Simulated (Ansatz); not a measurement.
**Li2MnO2: properties at the relaxed cell**

One table from this session's results is given with a row withheld; the runs are named, their logs left out.

Computed with Ansatz 0.2.0 (DFT PBEsol, scalar-relativistic, plane waves, PAW, unless a step's input says otherwise).

**Starting point**

The structure is trigonal, space group P-3m1 (No. 164). The conventional cell has a = 3.165 Å, b = 3.165 Å, c = 5.230 Å, α = 90.00°, β = 90.00°, γ = 120.00°. Li (site symmetry 3m) is surrounded by 4 O at 1.93 to 2.03 Å. Mn (site symmetry -3m) has 6 O at 2.23 Å in its first shell of neighbours. O (site symmetry 3m) has 4 Li at 1.93 to 2.03 Å and 3 Mn at 2.23 Å in its first shell of neighbours.

As a file:

```cif
data_structure
_symmetry_space_group_name_H-M 'P-3m1'
_symmetry_Int_Tables_number 164
_cell_length_a 3.1650
_cell_length_b 3.1650
_cell_length_c 5.2304
_cell_angle_alpha 90.000
_cell_angle_beta 90.000
_cell_angle_gamma 120.000
_cell_volume 45.38
loop_
_atom_site_label
_atom_site_type_symbol
_atom_site_symmetry_multiplicity
_atom_site_Wyckoff_symbol
_atom_site_fract_x
_atom_site_fract_y
_atom_site_fract_z
_atom_site_occupancy
Li1 Li 2 d 0.66667 0.33333 0.36672 1
Mn1 Mn 1 a 0.00000 0.00000 0.00000 1
O1 O 2 d 0.33333 0.66667 0.24528 1
```

This cell was relaxed beforehand with the same method: volume 9.08 Å³/atom, gap on the mesh 0.96 eV, site moments up to 4.1 μB.

The first run:

File input.yaml:

```yaml
crystal:
  lattice:
    - [3.1650454129, 0.0, 0.0]
    - [-1.5825227065, 2.7410097317, 0.0]
    - [0.0, 0.0, 5.2304002067]
  atoms:
    - { symbol: Li, position: [0.6666666667, 0.3333333333, 0.3667157695] }
    - { symbol: Li, position: [0.3333333333, 0.6666666667, 0.6332842305] }
    - { symbol: Mn, position: [0.0, 0.0, 0.0], spin: 4.55 }
    - { symbol: O, position: [0.3333333333, 0.6666666667, 0.2452817598], spin: 0.16 }
    - { symbol: O, position: [0.6666666667, 0.3333333333, 0.7547182402], spin: 0.16 }
basis:
  ecutwfc: 420
kpoints:
  mp_grid: { grid: [12, 12, 6] }
  band_path: { path: [VBM, CBM], npoints: 2 }
hamiltonian:
  xc: pbesol
scf:
  occupations: { method: gaussian, width: 0.02 }
output:
  forces: false
  stress: false
  eigenvalues: true
  populations: true
magnetization:
  spin_polarized: true
checkpoint:
  read: start.run
  write: ck
  compress: false
  write_wavefunctions: false
  write_every: 100000
```

Launch:

```console
> ansatz run input.yaml --threads 1 --pin off --max-ram 2560MiB --backend cpu --events-out ev --progress --plain --runs-dir out
```

Among the steps run: Seeking the band edges over the whole zone; Levels beside the edges; Point at V/V0 = 0.97; Volume × 1.03; Point at V/V0 = 0.94; Volume × 1.06.

One of the session's tables, all rows but one given; the rest of the session is left out.

It belongs to the step «Equation of state». 

```
volume (Å³/atom)  energy above the lowest point (meV/atom)  pressure (GPa)  gap on the mesh (eV)  largest moment (μB)
           8.531                                      12.9            8.03                  0.73                 4.09
           8.803                                       3.1            3.70                  0.85                 4.12
           9.075                                       0.0            0.00                  0.96                 4.14
           9.347                                         ?               ?                     ?                    ?
           9.620                                      10.3           -5.71                  1.15                 4.17
```

**Question.** Estimate the row for volume (Å³/atom) = 9.347.

Worked estimate for «energy above the lowest point (meV/atom)». A straight line through the neighbours (9.075, 0.0) and (9.620, 10.3) gives 0.0 + (10.3 − 0.0) × (9.347 − 9.075) / (9.620 − 9.075) = 5.1; a parabola fitted to 3 rows on both sides gives 2.4.

As computed: energy above the lowest point (meV/atom): 2.7; pressure (GPa): -3.11; gap on the mesh (eV): 1.06; largest moment (μB): 4.16. In «energy above the lowest point (meV/atom)» the line misses by +2.4 and the parabola by -0.3.

Caveats from the session: Warnings in the runs' records: stability check not made.
